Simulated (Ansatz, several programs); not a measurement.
SiC (P6_3mc) from a database structure, relaxed with r2SCAN in Ansatz (plane waves, PAW): space group P6_3mc (No. 186), hexagonal; a = 3.078 Å, c = 15.108 Å in the conventional setting, 10.33 Å³ an atom. Around Si lie 4 C at 1.88–1.89 Å; around Si lie 4 C at 1.89 Å; around C lie 4 Si at 1.88–1.89 Å; around C lie 4 Si at 1.89 Å. The cell was then scaled with its shape and fractional coordinates held, which makes it stiffer than a relaxed compression. Calculated for a static, non-magnetic cell.

```csv
V (Å³/atom),E (meV/atom)
9.712,29.22
10.022,6.95
10.332,0.00
10.952,24.00
```

(1) Pass a cubic E = c₀ + c₁u + c₂u² + c₃u³, with u = V − 10.255 Å³, through these points.

(2) Where is the minimum, and what bulk modulus follows?

(3) Predict the energy and the pressure at the withheld volume, 10.642 Å³.

Answers

(1) c₀ = 0.41, c₁ = -10.737, c₂ = 71.829, c₃ = -11.2730 (meV and Å³).

(2) dE/du = 0 at u = +0.076, so V₀ = 10.33 Å³. B = V₀ d²E/dV² = 10.33 × (2c₂ + 6c₃u) = 10.33 × 138.510 = 1431 meV/Å³, and 1 meV/Å³ is 0.16022 GPa: 229 GPa. A third-order Birch-Murnaghan fit to all five points gives 10.33 Å³ and 227 GPa.

(3) With u = +0.387: E ≈ 6.36 meV and P = −dE/dV ≈ -6.38 GPa. The run gives 6.29 meV and, from its stress, -6.35 GPa.
